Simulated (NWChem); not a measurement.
**M06-2X/def2-SVPD run of BHOF2 (difluorohydroxyborane)**

Aim: the vertical singlet–triplet gap of BHOF2 (difluorohydroxyborane) at M06-2X/def2-SVPD, from 2 runs. 

The calculation is run with NWChem 7.3.0.

7 further runs of the same task are left out: 1 that didn't finish, 6 set aside as unsound or not needed. Runs told in other sessions of the task aren't counted.

## Step 1: Starting point

The species is BHOF2 (5 atoms), meant as a singlet with charge 0. As SMILES, `OB(F)F`. Geometry: relaxed at PBE0-D4/def2-TZVP.

Bond lengths: O1–B2 1.345 Å, B2–F3 1.317 Å, B2–F4 1.327 Å, O1–H5 0.960 Å. Angles: O1–B2–F3 119.5°, O1–B2–F4 122.2°, F3–B2–F4 118.3°, B2–O1–H5 113.5°.

## Step 2: Energy and gradient at M06-2X/def2-SVPD

File a.nw:

```
start a
memory stack 880 mb heap 220 mb global 1100 mb

geometry units bohr noautosym nocenter noautoz
 O   0.07300012  1.89114342  0.32939816
 B   0.19985743 -0.64715561  0.25928932
 F   1.38144649 -1.86493292  2.08002155
 F  -0.83059132 -1.98785960 -1.59366273
 H  -0.82371272  2.60880471 -1.07502740
end

basis spherical bse
 O library def2-SVPD
 B library def2-SVPD
 F library def2-SVPD
 H library def2-SVPD
end

dft
 xc m06-2x
 grid fine
 convergence energy 1e-08
 maxiter 100
 mulliken
end

task dft gradient
```

Command:

```sh
nwchem a.nw > a.out
```

Log, cut to the lines that bear on the results:

```text
[...]
          Wavefunction type:  closed shell.
          No. of atoms     :     5
          No. of electrons :    32
[...]
          Charge           :     0
          Spin multiplicity:     1
[...]
          AO basis - number of functions:    97
[...]
              XC Information
              --------------
                       M06-2X Method XC Functional
                     Hartree-Fock (Exact) Exchange  0.540
                        M06-2X Exchange Functional  1.000
                      M06-2X Correlation Potential  1.000
[...]
 d= 0,ls=0.0,diis     1   -300.1407238582 -4.13D+02  1.35D-02  8.24D-01     1.9
[...]
 d= 0,ls=0.0,diis     9   -300.2329290417 -4.00D-09  5.70D-07  4.54D-09    13.9
         Total DFT energy =     -300.232929041740
      One electron energy =     -639.419048653396
           Coulomb energy =      260.383324542324
    Exchange-Corr. energy =      -33.922803680810
 Nuclear repulsion energy =      112.725598750142
[...]
      Total Density - Mulliken Population Analysis
     ---------------------------------------------
    Atom       Charge   Shell Charges
 -----------   ------   -------------------------------------------------------
    1 O    8     8.39   1.99  1.07  0.58  0.13  2.91  1.56  0.14  0.01 -0.01
    2 B    5     4.00   1.98  0.71 -0.45  0.02  1.52 -0.12  0.30  0.03
    3 F    9     9.37   1.99  1.13  0.73  0.14  3.37  1.87  0.14  0.01 -0.00
    4 F    9     9.39   1.99  1.13  0.74  0.14  3.37  1.89  0.15  0.01 -0.00
    5 H    1     0.85   0.69  0.06  0.07  0.02
[...]
  wavefunction    = closed shell
                         DFT ENERGY GRADIENTS
    atom               coordinates                        gradient
                 x          y          z           x          y          z
   1 O       0.073000   1.891143   0.329398    0.000283   0.003125   0.000811
   2 B       0.199857  -0.647156   0.259289   -0.000570  -0.005222  -0.001516
   3 F       1.381446  -1.864933   2.080022   -0.001824   0.002572  -0.002735
   4 F      -0.830591  -1.987860  -1.593663    0.001458   0.001404   0.002567
   5 H      -0.823713   2.608805  -1.075027    0.000652  -0.001880   0.000873
[...]
```

Run time: 22 s. Hardware: 1 thread of Intel Xeon at 2.60GHz (Ice Lake), shared host; peak memory 0.11 GiB.

## Step 3: The triplet: a single-point energy at UM06-2X/def2-SVPD

File bf2ho.nw:

```
start bf2ho
title "BF2HO energy"
memory stack 880 mb heap 220 mb global 1100 mb

geometry noautosym nocenter noautoz
  O      0.038630     1.000750     0.174310
  B      0.105760    -0.342460     0.137210
  F      0.731030    -0.986880     1.100700
  F     -0.439530    -1.051930    -0.843330
  H     -0.435890     1.380520    -0.568880
end

basis spherical bse
  * library def2-SVPD
end

dft
  xc m06-2x
  mult 3
  grid fine
  convergence energy 1e-08
  iterations 100
  mulliken
end

task dft
```

Command:

```sh
nwchem bf2ho.nw > bf2ho.out
```

Log, cut to the lines that bear on the results:

```text
[...]
          Wavefunction type:  spin polarized.
          No. of atoms     :     5
          No. of electrons :    32
[...]
          Charge           :     0
          Spin multiplicity:     3
[...]
          AO basis - number of functions:    97
[...]
              XC Information
              --------------
                       M06-2X Method XC Functional
                     Hartree-Fock (Exact) Exchange  0.540
                        M06-2X Exchange Functional  1.000
                      M06-2X Correlation Potential  1.000
[...]
 d= 0,ls=0.0,diis     1   -299.7397664220 -4.12D+02  1.10D-01  2.92D-01     2.3
[...]
 d= 0,ls=0.0,diis    12   -299.8914228911 -3.19D-09  2.04D-06  5.02D-10    25.5
[...]
         Total DFT energy =     -299.891422891064
      One electron energy =     -636.186510234246
           Coulomb energy =      257.307968476026
    Exchange-Corr. energy =      -33.738488015119
 Nuclear repulsion energy =      112.725606882276
[...]
      Total Density - Mulliken Population Analysis
     ---------------------------------------------
    Atom       Charge   Shell Charges
 -----------   ------   -------------------------------------------------------
    1 O    8     8.20   1.99  1.18  0.50  0.29  2.77  1.17  0.28  0.01  0.00
    2 B    5     4.78   1.98  0.72 -0.15  0.52  1.50 -0.09  0.30 -0.01
    3 F    9     9.31   1.99  1.14  0.72  0.14  3.35  1.83  0.13  0.01 -0.00
    4 F    9     9.02   1.99  1.14  0.72 -0.12  3.34  1.83  0.12  0.01 -0.00
    5 H    1     0.70   0.64 -0.06  0.08  0.04
[...]
      <S2> =      2.0036 (Exact =     2.0000)
[...]
```

It took 26 s on 1 thread of Intel Xeon at 2.60GHz (Ice Lake), shared host; peak memory 0.11 GiB.

## Step 4: Results

Level: M06-2X/def2-SVPD.

```
                                        quantity          value
                           singlet: total energy  -300.23293 Eh
                          singlet: dipole moment         2.02 D
                            singlet: HOMO energy      -12.62 eV
                            singlet: LUMO energy        0.00 eV
                          singlet: HOMO–LUMO gap       12.61 eV
               singlet: largest force on an atom     0.281 eV/Å
                           triplet: total energy  -299.89142 Eh
                          triplet: dipole moment         1.95 D
     triplet: HOMO energy (highest over α and β)       -3.76 eV
                                   triplet: ⟨S²⟩          2.004
vertical energy of the triplet above the singlet       9.293 eV
```

At this shape the triplet lies 9.29 eV (897 kJ/mol) above the singlet. The largest force (singlet) is 0.28 eV/Å: the shape isn't a stationary point for this species at this level. Mulliken charges (singlet) run from -0.39 on O1 to +1.00 on B2; in a basis this large or diffuse they mean little.
